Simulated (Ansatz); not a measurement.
The system is HPbNO4.

```
CELL_PARAMETERS angstrom
4.20407 0.00000 0.00000
2.02172 3.83952 0.00000
2.04686 1.27900 6.28132
ATOMIC_POSITIONS crystal
H 0.89145 0.68202 0.62796
Pb 0.14426 0.92872 0.88352
N 0.25670 0.28861 0.30171
O 0.83108 0.65056 0.78405
O 0.38694 0.22380 0.11295
O 0.31104 0.03576 0.45856
O 0.07726 0.60633 0.32275
```

The cell was built by a generator and needn't be a form met in nature.

- Program: Ansatz 0.2.0
- Task: relaxation of cell and atoms
- Functional: r2SCAN
- Potentials or basis: Ansatz PAW
- Cutoff: 500 eV (not typed: the program's choice for these potentials)
- k mesh: 5 × 5 × 3
- Occupations: fermi-dirac, width 0.05 eV
- Spin: no spin polarisation

At the start: volume 14.48 Å³/atom.

**Question.** Where does the relaxation end?

**Answer.** It ends after 9 steps and the volume is 13.76 Å³/atom (-5.0 %); space group P1 (No. 1, to 0.05 Å).

Step by step:
| step | energy change (eV) | largest force (eV/Å) | volume (Å³) |
| --- | --- | --- | --- |
| 1 | 0.0000 | 0.6767 | 101.39 |
| 2 | -0.0118 | 0.4112 | 93.26 |
| 3 | -0.0417 | 0.1134 | 96.88 |
| 4 | -0.0431 | 0.0497 | 96.49 |
| 5 | -0.0434 | 0.0247 | 96.33 |
| 6 | -0.0436 | 0.0229 | 96.28 |
| 7 | -0.0436 | 0.0411 | 96.32 |
| 8 | -0.0437 | 0.0070 | 96.29 |
| 9 | -0.0413 | 0.0070 | 96.29 |

Final structure:
```yaml
crystal:
  lattice:
    - [4.14033, -0.01200, 0.00488]
    - [1.98011, 3.72908, 0.00356]
    - [2.01946, 1.24028, 6.22991]
  atoms:
    - { symbol: H, position: [0.89002, 0.68795, 0.62413] }
    - { symbol: Pb, position: [0.13835, 0.93986, 0.88323] }
    - { symbol: N, position: [0.25862, 0.28395, 0.30342] }
    - { symbol: O, position: [0.83083, 0.65343, 0.78020] }
    - { symbol: O, position: [0.39406, 0.20878, 0.11669] }
    - { symbol: O, position: [0.31235, 0.03247, 0.46353] }
    - { symbol: O, position: [0.07450, 0.60937, 0.32031] }
```

Caveat: the plane-wave basis is chosen anew once the cell has moved, so the energies of steps on either side of that aren't comparable; the PAW data sets come from PBE, with cores solved anew for the run's functional, which leaves a small shift of forces and pressure.
